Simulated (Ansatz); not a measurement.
# Si3BH9: small, medium and large basis sets

The task here is to estimate one member of a computed series from the others.

The runs use Ansatz 0.2.0, Gaussian basis; one geometry, several basis sets.

The runs, in order: PBE0-D4/def2-SVP; ωB97M-V/def2-SVP; PBE0-D4/def2-QZVPP; ωB97M-V/def2-QZVPP; the functionals' def2-TZVPP values are taken from earlier runs.

## The relaxed structure

The geometry comes from an earlier relaxation with PBE0-D4 in a triple-zeta def2 set; it is a stationary point, not always the lowest conformer.

SMILES `B[SiH2][SiH2][SiH3]`, 13 atoms, charge 0, spin multiplicity 1.

Atoms are counted from 1 here; the program's logs count them from 0.

Bond lengths: B1–Si2 1.989 Å, B1–H5 1.196 Å, B1–H6 1.195 Å, Si2–Si3 2.357 Å, Si2–H7 1.490 Å, Si2–H8 1.489 Å, Si3–Si4 2.338 Å, Si3–H9 1.490 Å, Si3–H10 1.490 Å, Si4–H11 1.489 Å, Si4–H12 1.488 Å, Si4–H13 1.488 Å. Angles: Si2–B1–H5 120.7°, Si2–B1–H6 121.1°, H5–B1–H6 117.9°, B1–Si2–Si3 102.1°, B1–Si2–H7 114.5°, B1–Si2–H8 115.3°, Si3–Si2–H7 106.7°, Si3–Si2–H8 108.4°, H7–Si2–H8 109.2°, Si2–Si3–Si4 110.0°, Si2–Si3–H9 109.7°, Si2–Si3–H10 109.4°, Si4–Si3–H9 109.4°, Si4–Si3–H10 110.3°, H9–Si3–H10 108.1°, Si3–Si4–H11 109.2°, Si3–Si4–H12 109.9°, Si3–Si4–H13 111.6° and more.

As a file:

```xyz
13
BH9Si3
B    -1.9979   -0.8056   -0.7055
Si   -0.1826   -1.6159   -0.6593
Si    0.9179   -0.2707    0.9334
Si    0.8527    1.9695    0.2683
H    -2.2317    0.1290   -1.4137
H    -2.8541   -1.1653    0.0471
H     0.5847   -1.4877   -1.9297
H    -0.1297   -3.0306   -0.1967
H     0.2504   -0.4121    2.2579
H     2.3299   -0.7261    1.0745
H    -0.5646    2.4195    0.2009
H     1.4582    2.1154   -1.0825
H     1.5872    2.8458    1.2200
```

Set-up of the first run:

File in.yaml:

```yaml
crystal:
  periodic: [false, false, false]
  atoms:
    - {symbol: B, position_ang: [-1.997883, -0.805580, -0.705546]}
    - {symbol: Si, position_ang: [-0.182555, -1.615946, -0.659335]}
    - {symbol: Si, position_ang: [0.917916, -0.270675, 0.933406]}
    - {symbol: Si, position_ang: [0.852683, 1.969490, 0.268329]}
    - {symbol: H, position_ang: [-2.231741, 0.128978, -1.413688]}
    - {symbol: H, position_ang: [-2.854124, -1.165294, 0.047119]}
    - {symbol: H, position_ang: [0.584746, -1.487741, -1.929680]}
    - {symbol: H, position_ang: [-0.129736, -3.030577, -0.196671]}
    - {symbol: H, position_ang: [0.250441, -0.412108, 2.257938]}
    - {symbol: H, position_ang: [2.329858, -0.726107, 1.074485]}
    - {symbol: H, position_ang: [-0.564569, 2.419501, 0.200919]}
    - {symbol: H, position_ang: [1.458206, 2.115427, -1.082489]}
    - {symbol: H, position_ang: [1.587158, 2.845830, 1.220012]}
basis:
  gaussian: {orbitals: def2-SVP}
hamiltonian: {xc: pbe0, dispersion: d4}
output: {orbitals: {seedname: orbitals}}
```

Steps of the session up to this table: PBE0-D4 in def2-SVP; ωB97M-V in def2-SVP; PBE0-D4 in def2-QZVPP; ωB97M-V in def2-QZVPP.

One table of the session follows, with a row left open; its other results are not shown here.

It belongs to the step «Density functionals: the series». 

| functional | basis | HOMO (eV) | LUMO (eV) |
| --- | --- | --- | --- |
| PBE0-D4 | def2-SVP | -7.89 | -2.48 |
| PBE0-D4 | def2-TZVPP | -7.83 | -2.51 |
| PBE0-D4 | def2-QZVPP | -7.82 | -2.51 |
| ωB97M-V | def2-SVP | -9.80 | -0.50 |
| ωB97M-V | def2-TZVPP | ? | ? |
| ωB97M-V | def2-QZVPP | -9.78 | -0.65 |

Estimate the missing values for ωB97M-V, def2-TZVPP.

As computed: HOMO (eV): -9.78; LUMO (eV): -0.61.
